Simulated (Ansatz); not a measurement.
The system is MoI.

```
CELL_PARAMETERS angstrom
0.00000 3.17885 3.17885
3.17885 0.00000 3.17885
3.17885 3.17885 0.00000
ATOMIC_POSITIONS crystal
Mo 0.00000 0.00000 0.00000
I 0.75000 0.75000 0.75000
```

The cell was built by a generator and needn't be a form met in nature.

Program: Ansatz 0.2.0. Alike in all runs: task band structure; potentials or basis Ansatz PAW; no spin polarisation; cell as given; k mesh 7 × 7 × 7; cutoff (eV) 420; smearing fermi-dirac 0.05 eV.

Order these runs on this cell by their pressure, lowest first.
A. level BLYP
B. level PBE
C. level RPBE
D. level PBEsol

D (-10.2 GPa), B (-7.4 GPa), C (-5.8 GPa), A (-3.4 GPa).

Caveats: an odd number of electrons without spin polarisation forces a metal; a magnetic or distorted state may lie lower; the PAW data sets come from PBE, with cores solved anew for the run's functional, which leaves a small shift of forces and pressure (some runs).
